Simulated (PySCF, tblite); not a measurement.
**C₄H₁₂B₂O₃: geometry, infrared bands and NMR shifts**

Wanted: the infrared bands and NMR shifts of C₄H₁₂B₂O₃ (`BOB(OC)OC(C)C`), by calculation.

Programs: tblite 0.8.0 and PySCF 2.14.0, with density-fitted response routines of our own. Each step states its level of theory. These are calculated values for one molecule in the gas phase, unless marked as measured. Atoms count from 0, in the outputs and in this text.

**1. The starting structure**

21 atoms, charge 0, multiplicity 1; geometry from: force field or distance geometry start.

Bonds of the start (Å): B0–O1 1.46, O1–B2 1.46, B2–O3 1.49, O3–C4 1.41, B2–O5 1.47, O5–C6 1.42, C6–C7 1.53, C6–C8 1.53, B0–H9 1.19, B0–H10 1.17, C4–H11 1.11, C4–H12 1.11, C4–H13 1.10, C6–H14 1.11, C7–H15 1.12, C7–H16 1.11, C7–H17 1.10, C8–H18 1.10, C8–H19 1.11, C8–H20 1.12.

**2. Relaxing the molecule with GFN2-xTB**

The job: settings as JSON, then the geometry in Å.

```
{"job": {"kind": "relax", "xc": "GFN2-xTB", "basis": "xTB"}, "charge": 0, "multiplicity": 1}
B     -1.728900    -2.207200     0.535200
O     -1.468800    -1.137900     1.494800
B     -0.893200    -0.029200     0.741700
O     -1.799300     1.011800     0.173300
C     -2.014000     1.988300     1.170600
O      0.557500     0.166400     0.677100
C      1.096900    -0.325700    -0.538900
C      2.511500    -0.848900    -0.255800
C      1.157400     0.791000    -1.576900
H     -2.802500    -2.278000     0.024200
H     -0.924600    -3.033300     0.315700
H     -1.067600     2.499900     1.445900
H     -2.693500     2.763600     0.751100
H     -2.513000     1.569600     2.061800
H      0.517800    -1.177100    -0.962800
H      2.456500    -1.672500     0.500100
H      2.960300    -1.251300    -1.188500
H      3.151000    -0.049000     0.140100
H      1.623500     0.431700    -2.509200
H      0.131300     1.142100    -1.814800
H      1.732900     1.662600    -1.185200
```

Run with:

```sh
> OMP_NUM_THREADS=1 python probes_run.py task.json out
```

One launch serves the whole session: the jobs run in the order shown.

**Question.** This job is followed by: GFN2-xTB harmonic vibrations, gas phase; GIAO PBE0/pcSseg-1 NMR shielding, non-relativistic, gas phase. Predict these results of the whole session: strongest single infrared mode (GFN2-xTB); zero-point energy (GFN2-xTB); 13C shifts against TMS (PBE0/pcSseg-1, means over atoms taken as alike); 1H shifts against TMS (PBE0/pcSseg-1, means over atoms taken as alike); 11B shifts against BF3·OEt2 (PBE0/pcSseg-1); 17O shifts against H2O (PBE0/pcSseg-1).

As calculated:

```
                                                               quantity                       value
                              strongest single infrared mode (GFN2-xTB)       1500 cm⁻¹, 683 km/mol
                                           zero-point energy (GFN2-xTB)              104.7 kcal/mol
13C shifts against TMS (PBE0/pcSseg-1, means over atoms taken as alike)        70.6, 54.8, 26.2 ppm
 1H shifts against TMS (PBE0/pcSseg-1, means over atoms taken as alike)  5.41, 4.11, 3.89, 1.27 ppm
                            11B shifts against BF3·OEt2 (PBE0/pcSseg-1)              42.7, 14.8 ppm
                                 17O shifts against H2O (PBE0/pcSseg-1)      239.9, 126.6, 74.1 ppm
```

What this shows: Over 140 steps the energy fell by 2.517 eV; of the close pairs, B0–O1 changed most, 1.460 to 1.306 Å. No mode is imaginary among the 57: a minimum at this level. GFN2-xTB is a fitted tight-binding method: band positions and strengths are rough. Its intensities can rank the bands wrongly. At PBE0/pcSseg-1: The widest tensor belongs to O1: span 306 ppm, with a paramagnetic part of -300 ppm.
